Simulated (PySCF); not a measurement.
**A gas-phase reaction: F3HTi + ClH → ClF3Ti + H2**

Aim: the reaction energy of `[F][TiH]([F])[F]` + `Cl` → `[F][Ti]([F])([F])[Cl]` + `[H][H]`.

Computed with PySCF 2.14.0; each step states its level. No surroundings beyond the atoms listed, unless a continuum is named. Atoms count from 0, parts from 1.

## 1. Starting point

Each species was relaxed by itself at PBE0-D3(BJ)/def2-SVPD.

## 2. Energies of the species: wB97M-D3(BJ)/def2-TZVPD

What the job is given:

```
{"job": {"kind": "react", "xc": "wB97M-D3(BJ)", "basis": "def2-TZVPD"}, "charge": 0, "multiplicity": 1}
-1 F3HTi charge 0 multiplicity 1
F     -1.507110     0.892760     0.061440
Ti     0.019980     0.055590     0.001700
F      0.974940     0.226920     1.448660
F      0.920750     0.327540    -1.464720
H     -0.388100    -1.551560    -0.048430

-1 ClH charge 0 multiplicity 1
Cl     0.644690     0.003930    -0.007250
H     -0.643470    -0.002280     0.002960

+1 ClF3Ti charge 0 multiplicity 1
F     -1.405490     0.180300     0.999150
Ti    -0.018650    -0.061020    -0.017070
F      0.658740     1.480170    -0.441640
F     -0.509990    -0.890140    -1.460920
Cl     1.473500    -1.246970     1.039790

+1 H2 charge 0 multiplicity 1
H      0.380170     0.004170    -0.009280
H     -0.380170    -0.004170     0.009280
```

Method: wB97M-D3(BJ)/def2-TZVPD reaction energy of separated species, gas phase.

The run is started by

```sh
OMP_NUM_THREADS=1 python cluster_run.py task.json out
```

One launch serves the whole session: the jobs run in the order shown.

**Question.** The jobs that follow are: PBE0-D3(BJ)/def2-TZVPD reaction energy of separated species, gas phase. Predict: reaction energy (wB97M-D3(BJ)/def2-TZVPD); ΔH, ΔG at 298 K (xTB thermal terms). Thermal terms come from harmonic xTB runs on each species.

As calculated:

```
                                                quantity                      value
               reaction energy (wB97M-D3(BJ)/def2-TZVPD)            -33.95 kcal/mol
                     ΔH, ΔG at 298 K (xTB thermal terms)      -34.5, -32.8 kcal/mol
range of the reaction energy over the runs of this table  -37.34 to -33.95 kcal/mol
```

In words: The reaction is exothermic by 34.5 kcal/mol in the gas phase; dispersion gives -0.46, and xTB itself gave -6.87 for the electronic energy (xTB energies and thermal terms come from the earlier relaxation of each species, not shown). No barrier was sought. xTB and this level differ widely in the electronic energy, so what comes from xTB (the thermal terms above all) is less safe here. The reaction energy runs from -37.34 (PBE0-D3(BJ)/def2-TZVPD) to -33.95 kcal/mol (wB97M-D3(BJ)/def2-TZVPD).
